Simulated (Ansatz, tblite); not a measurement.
# WO2Cl2 (WCl2O2): one state, many levels

Aim: run the singlet of WO2Cl2 (WCl2O2) at one geometry on many levels, and compare frontier levels, spin and run time.

The runs use Ansatz 0.2.0, Gaussian basis; as each input shows.

Plan: GFN1-xTB, GFN2-xTB, PBE-D4/def2-TZVP, r2SCAN-D4/def2-TZVP, r2SCANh-D4/def2-TZVP, CAM-B3LYP-D4/def2-TZVP, LDA/def2-TZVP, ωB97M-V/def2-TZVP, B97M-V/def2-TZVP, BHLYP-D4/def2-TZVP, ωB97X-V/def2-TZVP, PBE-D4/def2-SVP, PBE0-D4/def2-SVP, CCSD(T)/def2-TZVPP, MP2/def2-TZVP, RPA/def2-TZVP.

### 1 The geometry

The singlet was relaxed beforehand with r2SCAN-D4/def2-SVP.

5 atoms, charge 0, spin multiplicity 1.

Bond lengths: W1–O2 1.704 Å, W1–O3 1.704 Å, W1–Cl4 2.273 Å, W1–Cl5 2.273 Å. Angles: O2–W1–O3 106.0°, O2–W1–Cl4 108.9°, O2–W1–Cl5 108.9°, O3–W1–Cl4 108.9°, O3–W1–Cl5 108.9°, Cl4–W1–Cl5 115.0°.

Formally the metal is d0. W takes a core potential in the def2 sets. No spin-orbit coupling is included.

PBE0-D4/def2-TZVP was run before; its log isn't repeated, and its numbers join the tables.

### 2 GFN1-xTB

Tight binding, by tblite at 300 K electronic temperature and without a spin-polarisation term:

```python
tblite.interface.Calculator('GFN1-xTB', numbers, positions, charge=0, uhf=0).singlepoint()
```

Energy -554.9867 eV, HOMO -13.63 eV, LUMO -8.47 eV; 0.004 s.

### 3 GFN2-xTB

Tight binding, by tblite at 300 K electronic temperature and without a spin-polarisation term:

```python
tblite.interface.Calculator('GFN2-xTB', numbers, positions, charge=0, uhf=0).singlepoint()
```

Energy -538.7181 eV, HOMO -12.47 eV, LUMO -9.07 eV; 0.005 s.

### 4 PBE-D4/def2-TZVP

start.molden holds the orbitals of an earlier run on this state, given as this run's starting guess.

File in.yaml:

```yaml
crystal:
  periodic: [false, false, false]
  atoms:
    - {symbol: W, position_ang: [0.064417, -0.000189, 0.045012]}
    - {symbol: O, position_ang: [0.125453, -0.014716, 1.747866]}
    - {symbol: O, position_ang: [1.684586, 0.006719, -0.482873]}
    - {symbol: Cl, position_ang: [-0.940518, 1.921111, -0.638721]}
    - {symbol: Cl, position_ang: [-0.933948, -1.912935, -0.671284]}
basis:
  gaussian: {orbitals: def2-TZVP, initial_orbitals: start.molden}
hamiltonian: {xc: pbe, dispersion: d4}
scf: {omitted_lower_state_checks: [starts]}
output: {forces: true, orbitals: {seedname: orbitals}}
```

Started as:

```console
$ ansatz run in.yaml --threads 4 --pin off --events-out ev --progress --plain --max-ram 3916MiB
```

The runs that follow: r2SCAN-D4/def2-TZVP; r2SCANh-D4/def2-TZVP; CAM-B3LYP-D4/def2-TZVP; LDA/def2-TZVP; ωB97M-V/def2-TZVP; B97M-V/def2-TZVP; BHLYP-D4/def2-TZVP; ωB97X-V/def2-TZVP; PBE-D4/def2-SVP; PBE0-D4/def2-SVP; CCSD(T)/def2-TZVPP; MP2/def2-TZVP; RPA/def2-TZVP.

**Question.** What will the summary of the whole plan be? Wanted: gap in def2-TZVP, named functionals, smallest and largest; correlation energy, CCSD(T)/def2-TZVPP; correlation energy, MP2/def2-TZVP; binding an atom, CCSD(T)/def2-TZVPP; PBE0 total energy, smallest basis above largest.

The runs gave:

```
                                                 quantity                              value
gap in def2-TZVP, named functionals, smallest and largest  4.02 eV (LDA), 10.84 eV (ωB97X-V)
                   correlation energy, CCSD(T)/def2-TZVPP                          -38.28 eV
                        correlation energy, MP2/def2-TZVP                          -35.67 eV
                      binding an atom, CCSD(T)/def2-TZVPP                           4.662 eV
          PBE0 total energy, smallest basis above largest     14.19 eV (def2-SVP, def2-TZVP)
```

In words: Over the named functionals in def2-TZVP the gap runs from 4.02 eV (LDA) to 10.84 eV (ωB97X-V); exact exchange widens it. The functionals in def2-TZVP miss CCSD(T)/def2-TZVPP by -0.478 (BHLYP-D4) to +1.097 eV (LDA) an atom. CCSD(T)/def2-TZVPP isn't at the basis-set limit; small misses against it rank nothing.
